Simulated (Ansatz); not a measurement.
Turn this script for Ansatz 0.2.0, Python API into the input file that the command-line program reads.

Notebook, run cell by cell (the value of a cell's last expression is shown):

In [1]:
```python
import ansatz as az
from ase import Atoms
from ase.io import write
from ase.neighborlist import neighbor_list
import numpy as np
```

In [2]:
```python
vectors = np.array([
    [4.130846, 0.0, 0.0],
    [0.0, 4.130846, 0.0],
    [0.0, 0.0, 4.130846],
])
batao3 = (
    az.Lattice.of(vectors)
    .atom("Ba", (0.0, 0.0, 0.0))
    .atom("Ta", (0.5, 0.5, 0.5))
    .atom("O", (0.0, 0.5, 0.5))
    .atom("O", (0.5, 0.0, 0.5))
    .atom("O", (0.5, 0.5, 0.0))
)
# push one atom off its site
```

In [3]:
```python
calculation = (
    batao3.move(2, to=(0.036312, 0.5, 0.5)).calculation()
    .occupations(az.OccupationsMethod.METHFESSEL_PAXTON, width=150 * az.meV)
    .functional("pbesol")
    .basis(550)
    .kpoints(mesh=(5, 5, 5))
    .relax(max_steps=40)
    .density_of_states(energy_step=0.05, method="smearing", broadening_width=0.1)
    .band_table()
)
steps = []
```

In [4]:
```python
def collect(event):
    if event["event"] == "relax_step":
        steps.append(event["data"])
```

In [5]:
```python
result = calculation.session().plan().execute(on_event=collect)
summary = result.report

[(site.symbol, site.position_frac.round(4).tolist()) for site in result.lattice.sites]
```
Out [5]:
```text
[(<Element.BA: 'Ba'>, [0.007, 0.0, 0.0]), (<Element.TA: 'Ta'>, [0.5073, 0.5, 0.5]),
 (<Element.O: 'O'>, [0.0073, 0.5, 0.5]), (<Element.O: 'O'>, [0.5074, 0.0, 0.5]),
 (<Element.O: 'O'>, [0.5074, 0.5, 0.0])]
```

In [6]:
```python
for s in steps:
    flag = "" if s["accepted"] else "  (rejected)"
    print("step %2d  E = %.5f eV  largest force component = %.4f eV/A%s" % (s["step"], s["lagrangian_ev"], s["allowed_force_max_ev_ang"], flag))
```
```text
step  1  E = -17358.63671 eV  largest force component = 2.2005 eV/A
step  2  E = -17358.68278 eV  largest force component = 1.9082 eV/A
step  3  E = -17358.75832 eV  largest force component = 1.0296 eV/A
step  4  E = -17358.79186 eV  largest force component = 0.0046 eV/A
step  5  E = -17358.79186 eV  largest force component = 0.0036 eV/A
```

In [7]:
```python
first, last = steps[0], steps[-1]
symbols = [site.symbol for site in result.lattice.sites]
print(f"energy gained {first['lagrangian_ev'] - last['lagrangian_ev']:.4f} eV in {len(steps) - 1} steps")

final = Atoms(symbols, positions=last["positions_ang"], cell=result.lattice.cell_ang, pbc=True)
i, j, d = neighbor_list("ijd", final, 4.5)
print("neighbours within 1.1 times the shortest distance of each atom (A)")
for atom in range(len(final)):
    near = [m for m in np.argsort(d) if i[m] == atom]
    shell = [m for m in near if d[m] < 1.1 * d[near[0]]]
    print(f"{symbols[atom]}{atom} ({len(shell)}):", ", ".join(f"{symbols[j[m]]} {d[m]:.3f}" for m in shell))
```
```text
energy gained 0.1552 eV in 4 steps
neighbours within 1.1 times the shortest distance of each atom (A)
Ba0 (12): O 2.920, O 2.920, O 2.920, O 2.920, O 2.921, O 2.921, O 2.921, O 2.921, O 2.922, O 2.922, O 2.922, O 2.922
Ta1 (6): O 2.065, O 2.065, O 2.065, O 2.065, O 2.065, O 2.066
O2 (2): Ta 2.065, Ta 2.066
O3 (2): Ta 2.065, Ta 2.065
O4 (2): Ta 2.065, Ta 2.065
```

In [8]:
```python
relaxed = Atoms(symbols, positions=[site.position_ang for site in result.lattice.sites], cell=result.lattice.cell_ang, pbc=True)
write("relaxed.extxyz", relaxed, format="extxyz")
```

In [9]:
```python
print("atom   start x y z (A)              end x y z (A)")
for symbol, a, b in zip(symbols, first["positions_ang"], last["positions_ang"]):
    print(f"{symbol:3s}", " ".join(f"{v:8.4f}" for v in a), "  ", " ".join(f"{v:8.4f}" for v in b))
```
```text
atom   start x y z (A)              end x y z (A)
Ba    0.0000   0.0000   0.0000      0.0291   0.0000   0.0000
Ta    2.0654   2.0654   2.0654      2.0956   2.0654   2.0654
O     0.1500   2.0654   2.0654      0.0300   2.0654   2.0654
O     2.0654   0.0000   2.0654      2.0958   0.0000   2.0654
O     2.0654   2.0654   0.0000      2.0958   2.0654   0.0000
```

In [10]:
```python
for key in ("converged", "n_iterations", "n_electrons", "n_kpoints", "n_pw", "n_symmetry_ops", "free_energy_ev", "fermi_energy_ev"):
    print(f"{key:18s} {summary[key]}")
```
```text
converged          True
n_iterations       4
n_electrons        41.0
n_kpoints          18
n_pw               2103
n_symmetry_ops     8
free_energy_ev     -17358.791864360814
fermi_energy_ev    14.09095128599009
```

In [11]:
```python
dos = result.density_of_states()
energy = np.asarray(dos.energies_ev) - dos.fermi_ev
states, count = np.asarray(dos.spin_summed_g_bin_mean_per_ev), np.asarray(dos.spin_summed_integrated)
g_fermi = float(np.interp(0.0, energy, states))
print(f"g(E_F) = {g_fermi:.3f} states/eV per cell")
# Sommerfeld coefficient of bare band electrons: pi^2 k_B^2 g / 3
gamma = np.pi ** 2 / 3 * 8.617333e-5 ** 2 * g_fermi * 96485.33e3 / len(result.lattice.sites)
print(f"bare Sommerfeld coefficient {gamma:.2f} mJ/(mol of atoms K^2)")
for low, high in ((-10, -6), (-6, -3), (-3, 0), (0, 3)):
    print(f"states between {low} and {high} eV: {np.interp(high, energy, count) - np.interp(low, energy, count):.3f}")
```
```text
g(E_F) = 2.769 states/eV per cell
bare Sommerfeld coefficient 1.31 mJ/(mol of atoms K^2)
states between -10 and -6 eV: 8.997
states between -6 and -3 eV: 9.003
states between -3 and 0 eV: 0.985
states between 0 and 3 eV: 6.068
```

In [12]:
```python
table = np.array(summary["eigenvalues_ev"]) - summary["fermi_energy_ev"]
filling = np.array(summary["occupations"])
weights = np.tile(summary["kweights"], len(table) // len(summary["kweights"]))
print("band   lowest  highest (eV from E_F)  electrons")
for band in range(table.shape[1]):
    if table[:, band].max() > -12:
        print(f"{band + 1:4d} {table[:, band].min():8.3f} {table[:, band].max():8.3f} {weights @ filling[:, band]:18.4f}")
print("electrons counted from the table:", round(float(weights @ filling.sum(axis=1)), 5))
```
```text
band   lowest  highest (eV from E_F)  electrons
  12   -8.461   -5.754             2.0000
  13   -7.846   -5.754             2.0000
  14   -7.839   -5.754             2.0000
  15   -6.697   -4.863             2.0000
  16   -6.409   -4.863             2.0000
  17   -6.409   -4.863             2.0000
  18   -5.471   -4.069             2.0000
  19   -4.805   -4.069             2.0000
  20   -4.535   -3.949             2.0000
  21   -1.131    2.138             0.6171
  22   -1.131    2.294             0.2713
  23   -1.131    2.294             0.1116
  24    1.158    3.626            -0.0000
  25    1.158    4.166            -0.0000
  26    2.236    4.690            -0.0000
electrons counted from the table: 41.0
```

`input.yaml`:
```yaml
crystal:
  lattice:
    - [4.130846, 0.0, 0.0]
    - [0.0, 4.130846, 0.0]
    - [0.0, 0.0, 4.130846]
  atoms:
    - { symbol: Ba, position: [0.0, 0.0, 0.0] }
    - { symbol: Ta, position: [0.5, 0.5, 0.5] }
    - { symbol: O, position: [0.036312, 0.5, 0.5] }
    - { symbol: O, position: [0.5, 0.0, 0.5] }
    - { symbol: O, position: [0.5, 0.5, 0.0] }
basis:
  ecutwfc: 550.0
kpoints:
  mp_grid: { grid: [5, 5, 5] }
hamiltonian:
  xc: pbesol
scf:
  occupations: { method: methfessel_paxton, width: 0.15 }
relax:
  max_steps: 40
output:
  dos: { de: 0.05, method: { smearing: { sigma: 0.1 } } }
  eigenvalues: true
```

On the command line:
```console
$ ansatz run input.yaml --threads 1 --pin off --max-ram 3072MiB --backend cpu --events-out ev --progress --plain --runs-dir out
Engine: ansatz 0.2.0, x86_64-unknown-linux-gnu
Pseudopotentials: kind: paw
Pseudopotential: Ba, paw, valence charge 10, recommended cutoff 420 eV (normal), Ba.paw.azcp
Pseudopotential: Ta, paw, valence charge 13, recommended cutoff 420 eV (normal), Ta.paw.azcp
Pseudopotential: O, paw, valence charge 6, recommended cutoff 420 eV (normal), O.paw.azcp
Functional definition: PBEsol
  exchange = pbesol_x
  correlation = pbesol_c
Crystal: 5 atoms, lattice volume = 70.488 Å³
Basis set: ecut = 550 eV, 2103 PW (Γ), exchange–correlation on 64×64×64 points (8 copies of the dense FFT grid, shifted against one another)
Bands: 26, of which v1, the nominal top of the filled ones, is band 21 counted from 1 (20 counted from 0)
Symmetry: 8 space group operations
Space group: P4mm (ITA 99), of the structure as read, at distance tolerance 4.1e-5 Å
k-points: 18 of 125 (time reversal used)
Non-local potential: Ba, projectors of the file, l = 0: 3, l = 1: 2, l = 2: 2, l = 3: 2
Non-local potential: Ta, projectors of the file, l = 0: 3, l = 1: 2, l = 2: 2, l = 3: 1
Non-local potential: O, projectors of the file, l = 0: 2, l = 1: 2, l = 2: 1
PAW form: soft (Blöchl's): semilocal exchange-correlation on the pseudo side does not see the compensation charge
PAW frozen core: Ba, regenerated for the run's functional, and the local potential with it (the file was generated under x = pbe(κ = 0.804, μ = 0.2195149727645171), c = pbe(β = 0.06672455060314922))
PAW frozen core: Ta, regenerated for the run's functional, and the local potential with it (the file was generated under x = pbe(κ = 0.804, μ = 0.2195149727645171), c = pbe(β = 0.06672455060314922))
PAW frozen core: O, regenerated for the run's functional, and the local potential with it (the file was generated under x = pbe(κ = 0.804, μ = 0.2195149727645171), c = pbe(β = 0.06672455060314922))
PAW one-centre angular grid: Ba, 194 points (default); XC on 64 Gauss nodes
PAW one-centre angular grid: Ta, 590 points (default); XC on 64 Gauss nodes
PAW one-centre angular grid: O, 110 points (default); XC on 64 Gauss nodes
Initial density: superposition of atomic densities (neutral atoms: chi_scale 0, normalization atom), corrected by the library's trained network
Initial wavefunctions: pseudopotential atomic-orbital guess
Functional: x = pbesol(κ = 0.804, μ = 0.12345679012345678), c = pbesol(β = 0.046)
SCF iter   1: F=—  HF=-17358.684465 eV  |F-HF|=—  |Δ(HF+E_count)|=         —  Δρ=1.78e-2  dr2=1.99e-1  ethr=1.77e-3  ⟨swp⟩=6.4  Hψ=2361  notcnv=0
preconditioner: auto → Resta (q_TF=auto, 2.493 Å⁻¹)  ε∞=5.0  [insulator: Δε(μ)=0.226 eV  Ē_g=12.340 eV  σ=0.150 eV  W_gap=0.58  n_scr=18 (ndim 8)  ℏωp=24.6 eV  f_vac=0.000  D(μ)=2.89/eV (n_scr^D=26)  ε∞_Penn≈5.0]
SCF iter   2: F=—  HF=-17358.638889 eV  |F-HF|=—  |Δ(HF+E_count)|=   4.56e-2  S|Δr|=    0.00e0  Δρ=4.65e-3  dr2=8.53e-3  ethr=4.85e-4  ⟨swp⟩=2.0  Hψ=891  notcnv=0  defer=13
SCF iter   3: F=—  HF=-17358.636802 eV  |F-HF|=—  |Δ(HF+E_count)|=   2.09e-3  S|Δr|=    0.00e0  Δρ=1.26e-3  dr2=6.67e-4  ethr=2.08e-5  ⟨swp⟩=2.0  Hψ=725  notcnv=0  defer=13
SCF iter   4: F=—  HF=-17358.636710 eV  |F-HF|=—  |Δ(HF+E_count)|=   9.17e-5  S|Δr|=    0.00e0  Δρ=2.43e-4  dr2=3.15e-5  ethr=1.63e-6  ⟨swp⟩=2.4  Hψ=831  notcnv=0  defer=13
SCF iter   5: F=—  HF=-17358.636707 eV  |F-HF|=—  |Δ(HF+E_count)|=   3.33e-6  S|Δr|=    0.00e0  Δρ=9.85e-5  dr2=5.71e-6  ethr=6.10e-9  ⟨swp⟩=10.0  Hψ=2612  notcnv=0
SCF iter   6: F=-17358.636707 eV  HF=-17358.636706 eV  |F-HF|=8.42e-8  |Δ(HF+E_count)|=   6.41e-8  S|Δr|=    0.00e0  Δρ=2.46e-5  dr2=2.46e-7  ethr=6.10e-9  ⟨swp⟩=6.3  Hψ=2050  notcnv=0
SCF 1 converged in 6 iterations: F = -17358.636707 eV  dr2 = 2.46e-7
  greatest PAW one-centre occupation: 1.000 electrons in one spin orbital (limit 2), on the Ta atom at site 1 (counted from 0), in its partial waves of l = 0
relax step   1: F+E_penalty+E_count = -17358.63670655 eV  Δ(F+E_penalty+E_count) = +0.000e0 eV  max|allowed force component| = 2.201e0 eV/Å  Δτ_max = 0.0000 Å  (6 SCF iters, dr2 threshold 2.50e-6 eV, accepted)
Initial density: handed on by an earlier stage of this run
Initial wavefunctions: those handed on with the density
iter 1 solved again at ethr=2.34e-4 eV; its pass at ethr=3.10e-3 eV (dr2=9.60e-2 eV) is discarded
SCF iter   1: F=—  HF=-17358.713372 eV  |F-HF|=—  |Δ(HF+E_count)|=         —  Δρ=1.21e-2  dr2=9.60e-2  ethr=2.34e-4  ⟨swp⟩=1.0  Hψ=2383  notcnv=0  defer=13
preconditioner: auto → Kerker (q_TF=auto, 2.493 Å⁻¹)  [metal: Δε(μ)=0.066 eV  Ē_g=12.449 eV  σ=0.150 eV  W_gap=0.35  n_scr=18 (ndim 8)  ℏωp=24.6 eV  f_vac=0.000  D(μ)=2.38/eV (n_scr^D=18)]
SCF iter   2: F=—  HF=-17358.694868 eV  |F-HF|=—  |Δ(HF+E_count)|=   1.85e-2  S|Δr|=    0.00e0  Δρ=6.61e-3  dr2=3.88e-2  ethr=2.34e-4  ⟨swp⟩=1.0  Hψ=452  notcnv=0  defer=13
SCF iter   3: F=—  HF=-17358.683189 eV  |F-HF|=—  |Δ(HF+E_count)|=   1.17e-2  S|Δr|=    0.00e0  Δρ=1.40e-3  dr2=2.14e-3  ethr=9.47e-5  ⟨swp⟩=2.0  Hψ=681  notcnv=0  defer=13
SCF iter   4: F=—  HF=-17358.682930 eV  |F-HF|=—  |Δ(HF+E_count)|=   2.59e-4  S|Δr|=    0.00e0  Δρ=1.14e-3  dr2=8.09e-4  ethr=5.23e-6  ⟨swp⟩=2.1  Hψ=740  notcnv=0  defer=13
SCF iter   5: F=—  HF=-17358.682773 eV  |F-HF|=—  |Δ(HF+E_count)|=   1.57e-4  S|Δr|=    0.00e0  Δρ=2.22e-4  dr2=2.96e-5  ethr=1.97e-6  ⟨swp⟩=2.0  Hψ=697  notcnv=0  defer=13
SCF iter   6: F=-17358.682782 eV  HF=-17358.682782 eV  |F-HF|=1.25e-8  |Δ(HF+E_count)|=   8.84e-6  S|Δr|=    0.00e0  Δρ=4.32e-5  dr2=1.19e-6  ethr=7.23e-8  ⟨swp⟩=9.2  Hψ=2175  notcnv=0
SCF 2 converged in 6 iterations: F = -17358.682782 eV  dr2 = 1.19e-6
relax step   2: F+E_penalty+E_count = -17358.68278159 eV  Δ(F+E_penalty+E_count) = -4.608e-2 eV  max|allowed force component| = 1.908e0 eV/Å  Δτ_max = 0.1191 Å  (6 SCF iters, dr2 threshold 1.00e-4 eV, accepted)
SCF iter   1: F=—  HF=-17358.780523 eV  |F-HF|=—  |Δ(HF+E_count)|=         —  Δρ=7.07e-3  dr2=6.09e-2  ethr=8.75e-4  ⟨swp⟩=5.1  Hψ=1673  notcnv=0  defer=11
preconditioner: auto → Kerker (q_TF=auto, 2.493 Å⁻¹)  [metal: Δε(μ)=0.015 eV  Ē_g=12.453 eV  σ=0.150 eV  W_gap=0.08  n_scr=18 (ndim 8)  ℏωp=24.6 eV  f_vac=0.000  D(μ)=2.80/eV (n_scr^D=26)]
SCF iter   2: F=—  HF=-17358.768040 eV  |F-HF|=—  |Δ(HF+E_count)|=   1.25e-2  S|Δr|=    0.00e0  Δρ=4.08e-3  dr2=2.71e-2  ethr=1.49e-4  ⟨swp⟩=1.0  Hψ=612  notcnv=0  defer=10
SCF iter   3: F=—  HF=-17358.758463 eV  |F-HF|=—  |Δ(HF+E_count)|=   9.58e-3  S|Δr|=    0.00e0  Δρ=1.01e-3  dr2=1.06e-3  ethr=6.62e-5  ⟨swp⟩=2.2  Hψ=707  notcnv=0  defer=10
SCF iter   4: F=—  HF=-17358.758383 eV  |F-HF|=—  |Δ(HF+E_count)|=   8.00e-5  S|Δr|=    0.00e0  Δρ=8.49e-4  dr2=4.17e-4  ethr=2.60e-6  ⟨swp⟩=2.0  Hψ=711  notcnv=0  defer=10
SCF iter   5: F=—  HF=-17358.758310 eV  |F-HF|=—  |Δ(HF+E_count)|=   7.33e-5  S|Δr|=    0.00e0  Δρ=1.71e-4  dr2=1.47e-5  ethr=2.44e-7  ⟨swp⟩=8.4  Hψ=2518  notcnv=0
SCF iter   6: F=-17358.758318 eV  HF=-17358.758318 eV  |F-HF|=2.40e-7  |Δ(HF+E_count)|=   7.99e-6  S|Δr|=    0.00e0  Δρ=3.63e-5  dr2=8.56e-7  ethr=3.60e-8  ⟨swp⟩=6.0  Hψ=1800  notcnv=0
SCF 3 converged in 6 iterations: F = -17358.758318 eV  dr2 = 8.56e-7
[... 4 lines left out ...]
SCF iter   3: F=—  HF=-17358.791911 eV  |F-HF|=—  |Δ(HF+E_count)|=   5.58e-4  S|Δr|=    0.00e0  Δρ=6.30e-4  dr2=2.47e-4  ethr=5.19e-6  ⟨swp⟩=2.0  Hψ=788  notcnv=0  defer=15
SCF iter   4: F=—  HF=-17358.791864 eV  |F-HF|=—  |Δ(HF+E_count)|=   4.62e-5  S|Δr|=    0.00e0  Δρ=1.82e-4  dr2=1.82e-5  ethr=2.44e-7  ⟨swp⟩=8.1  Hψ=2485  notcnv=0
SCF iter   5: F=-17358.791864 eV  HF=-17358.791864 eV  |F-HF|=8.34e-8  |Δ(HF+E_count)|=   2.80e-7  S|Δr|=    0.00e0  Δρ=3.72e-5  dr2=1.12e-6  ethr=4.44e-8  ⟨swp⟩=5.9  Hψ=1811  notcnv=0
SCF 4 converged in 5 iterations: F = -17358.791864 eV  dr2 = 1.12e-6
relax step   4: F+E_penalty+E_count = -17358.79186411 eV  Δ(F+E_penalty+E_count) = -3.355e-2 eV  max|allowed force component| = 4.571e-3 eV/Å  Δτ_max = 0.0395 Å  (5 SCF iters, dr2 threshold 1.00e-4 eV, accepted)
iter 1 solved again at ethr=2.70e-9 eV; its pass at ethr=3.10e-3 eV (dr2=1.11e-6 eV) is discarded
SCF iter   1: F=—  HF=-17358.791914 eV  |F-HF|=—  |Δ(HF+E_count)|=         —  Δρ=3.77e-5  dr2=1.11e-6  ethr=2.70e-9  ⟨swp⟩=1.0  Hψ=1368  notcnv=0
preconditioner: auto → Resta (q_TF=auto, 2.493 Å⁻¹)  ε∞=4.9  [insulator: Δε(μ)=0.264 eV  Ē_g=12.435 eV  σ=0.150 eV  W_gap=0.57  n_scr=18 (ndim 8)  ℏωp=24.6 eV  f_vac=0.000  D(μ)=2.81/eV (n_scr^D=26)  ε∞_Penn≈4.9]
SCF iter   2: F=—  HF=-17358.791864 eV  |F-HF|=—  |Δ(HF+E_count)|=   4.95e-5  S|Δr|=    0.00e0  Δρ=2.27e-5  dr2=4.52e-7  ethr=2.70e-9  ⟨swp⟩=2.0  Hψ=789  notcnv=0
SCF iter   3: F=—  HF=-17358.791864 eV  |F-HF|=—  |Δ(HF+E_count)|=   1.13e-7  S|Δr|=    0.00e0  Δρ=1.60e-5  dr2=1.46e-7  ethr=1.10e-9  ⟨swp⟩=2.0  Hψ=674  notcnv=0
SCF iter   4: F=-17358.791864 eV  HF=-17358.791864 eV  |F-HF|=7.53e-10  |Δ(HF+E_count)|=   2.23e-8  S|Δr|=    0.00e0  Δρ=2.80e-6  dr2=4.00e-9  ethr=2.44e-10  ⟨swp⟩=5.4  Hψ=1729  notcnv=0
SCF 5 converged in 4 iterations: F = -17358.791864 eV  dr2 = 4.00e-9
relax step   5: F+E_penalty+E_count = -17358.79186436 eV  Δ(F+E_penalty+E_count) = -2.475e-7 eV  max|allowed force component| = 3.627e-3 eV/Å  Δτ_max = 0.0000 Å  (4 SCF iters, accepted)
SCF converged after 4 iterations
Stability not checked: this state was not tested for a lower state beside it, because cold or Methfessel-Paxton smearing, or corrected tetrahedra, fill the levels in a way that the test cannot read (fill_not_monotonic; see scf.lower_state_search)
Free energy (F): -17358.791864 eV
Harris-Foulkes:  -17358.791864 eV  (|F-HF|=7.53e-10)
Internal energy: -17358.786142 eV  (E = F + TS)
E sigma→0 (E₀):  -17358.790434 eV
Entropy (-TS):   -0.005722 eV (-1.144 meV/atom)
Fermi energy:    14.090951 eV
--- Per-component energies (eV) ---
  E_band       = -145.017681
  E_kinetic    = 1057.329177
  E_local      = -2002.940216  (includes V_loc(G=0)·N_el)
  E_nonlocal   = 219.871256
  E_hartree    = 730.249580
  E_xc         = -603.295444
  E_vxc        = -621.130061  (∫ρ·V_xc dr)
  E_paw        = -13869.642786  (= ΣΔE_a)
  E_vpaw       = -258.649299  (= ΣTr[D̂ρ^β])
  E_aug_tail   = 0.001999  (compensation charges beyond the density's cutoff)
  E_ewald      = -2890.830651
  E_core_change = 0.470943  (= ΣΔE_core)
  E_smearing   = -0.005722  (= −TS)
  E_closure    = -0.000000  (closes the sum)
  Σ components = -17358.791864   (vs F -17358.791864, Δ=0.00e0)
--- Forces (eV/Å), atoms counted from 1 ---
  atom   1  Ba     0.00362967    -0.00000000     0.00000000
  atom   2  Ta    -0.00285326     0.00000000     0.00000000
  atom   3  O      0.00297520    -0.00000000     0.00000000
  atom   4  O     -0.00186944     0.00000000     0.00000000
  atom   5  O     -0.00186944     0.00000000     0.00000000
  max |Σ_I F_I| component: 1.27e-5 eV/Å
--- Band table (eV; the first three rows and the last of 18) ---
  k-point 0: bands = ["-55.6811", "-22.2518", "-22.2518", "-22.2518", "-14.3945", "-6.4848", "-5.9065", "-5.9064", "0.4282", "0.4282", "0.4283", "8.3365", "8.3366", "8.3366", "9.2276", "9.2276", "9.2276", "10.0057", "10.0057", "10.0057", "12.9599", "12.9599", "12.9599", "15.2490", "15.2490", "16.3272"]
  k-point 1: bands = ["-55.6810", "-22.2761", "-22.2509", "-22.2509", "-14.3656", "-6.4814", "-5.8980", "-5.7474", "0.4637", "0.4637", "0.5147", "7.5057", "8.2387", "8.2387", "8.8404", "8.8404", "8.9736", "9.2087", "9.8183", "9.8183", "13.0566", "13.8842", "13.8842", "15.8467", "15.8910", "17.0874"]
  k-point 2: bands = ["-55.6809", "-22.3149", "-22.2493", "-22.2493", "-14.3183", "-6.5814", "-5.8841", "-5.3342", "0.5226", "0.5226", "0.6546", "6.0764", "8.0102", "8.0102", "8.4219", "8.4219", "8.5090", "8.6196", "9.6238", "9.6238", "13.2296", "15.3407", "15.3407", "16.8917", "17.1462", "17.3959"]
  k-point 17: bands = ["-55.6804", "-22.3086", "-22.3083", "-22.3083", "-14.2299", "-5.4807", "-5.3586", "-5.3585", "-0.0673", "-0.0673", "0.0875", "5.6304", "6.2520", "6.2520", "7.3935", "7.6815", "7.6815", "10.0223", "10.0223", "10.1422", "16.2289", "16.3848", "16.3848", "17.3034", "17.3034", "17.5730"]
--- Relaxed structure (5 steps of the walk, 5 accepted, 0 SCFs on fresh bases) ---
  F+E_penalty+E_count = -17358.79186436 eV   max|allowed force component| = 3.627e-3 eV/Å
  atoms:
    - { symbol: Ba, position: [0.007040868925522124, 9.17892988025303e-35, 0.0] }
    - { symbol: Ta, position: [0.5073083673220119, 0.5, 0.5] }
    - { symbol: O, position: [0.007257993787487651, 0.5, 0.5] }
    - { symbol: O, position: [0.5073523849824891, 2.7682486940445646e-35, 0.5] }
    - { symbol: O, position: [0.5073523849824891, 0.5, 0.0] }
```

Total energies depend on the potentials; only differences at equal settings carry meaning. A total without «per atom» is that of the cell as typed. The cell holds an odd number of electrons and is run without spin, so a magnetic state may lie lower. For a metal this k-point mesh is coarse: on a finer one energies can move by several to tens of meV an atom and pressures by half a GPa or more, differences at one mesh by less. An absolute Fermi energy rests on an arbitrary zero of the periodic potential and has no direct meaning. Energies along a relaxation are free energies. A last row that repeats the one before re-solves the same geometry more tightly. The structure comes from a database of computed cells and needn't be a stable or known phase. Levels are Kohn-Sham eigenvalues on this mesh, without spin-orbit coupling. The computed bands are complete only to about 2.2 eV above the Fermi level; beyond that the density of states is undercounted. Finished in 17 s on 1 thread of Intel(R) Xeon(R) Platinum 8488C (Sapphire Rapids) (shared host), peak memory 0.5 GiB.

(Lines on the test bed's own set-up are left out of the output.)
